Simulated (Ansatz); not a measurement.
# LiBe2: one candidate of a structure search

The task: take a trial cell of LiBe2 to zero force and stress, then test the end with a random kick.

Computed with Ansatz 0.2.0 (DFT PBE, scalar-relativistic, plane waves, PAW, unless a step's input says otherwise).

## 1. The system as given

Symmetry: P-3m1, No. 164, trigonal system. The conventional cell has a = 4.094 Å, b = 4.094 Å, c = 2.507 Å, α = 90.00°, β = 90.00°, γ = 120.00°. Li (site symmetry -3m) has 6 Be at 2.51 Å and 2 Li at 2.51 Å as nearest neighbours. Be (site symmetry 3m) has 3 Li at 2.51 Å and 5 Be at 2.51 Å as nearest neighbours.

Structure file:

```
Li Be
1.0
     4.09411    0.00000    0.00000
    -2.04705    3.54560    0.00000
     0.00000    0.00000    2.50712
Li Be
1 2
Direct
  0.00000 0.00000 0.00000
  0.66667 0.33333 0.66667
  0.33333 0.66667 0.33333
```

Recipe of the guess: ordered superstructure of bcc (P-3m1, No. 164). The dimensions are guesses.

## 2. The guess as it stands, on a coarse mesh

input.yaml reads:

```yaml
crystal:
  lattice:
    - [4.09410568, 0.0, 0.0]
    - [-2.04705284, 3.54559953, 0.0]
    - [0.0, 0.0, 2.50711747]
  atoms:
    - { symbol: Li, position: [0.0, 0.0, 0.0] }
    - { symbol: Be, position: [0.66666667, 0.33333333, 0.66666667] }
    - { symbol: Be, position: [0.33333333, 0.66666667, 0.33333333] }
basis:
  ecutwfc: 420
kpoints:
  mp_grid: { grid: [6, 6, 6] }
hamiltonian:
  xc: pbe
scf:
  occupations: { method: gaussian, width: 0.1 }
  lower_state_search: "off"
output:
  forces: true
  stress: true
  eigenvalues: true
```

Started as:

```
> ansatz run input.yaml --threads 1 --pin off --max-ram 2048MiB --backend cpu --events-out ev --progress --plain --runs-dir out
```

Further runs follow: a loose first relaxation; final relaxation; kick test: the unmoved cell on a coarse mesh; random kick, then relaxation.

**Question.** What will these runs give? Wanted: conventional cell; volume; energy over the elements; gap on the mesh.

The runs gave:

```
                              quantity                                                                       value
symmetry at the end (tolerance 0.05 Å)                                                 space group P-3m1 (No. 164)
                     conventional cell  a = 3.844 Å, b = 3.844 Å, c = 2.199 Å, α = 90.00°, β = 90.00°, γ = 120.00°
                                volume                                                                9.38 Å³/atom
              energy over the elements                                                               +0.13 eV/atom
                       gap on the mesh                                                                none (metal)
```

In words: The space group P-3m1 (No. 164) is kept, and the volume per atom shrinks by 22.7 % from the first guess. The formation energy is positive, so the separate elements lie lower. The kicked cell came back to the same energy, so the end is stable against the distortions that fit this cell and this draw; modes that don't fit the cell aren't tested.
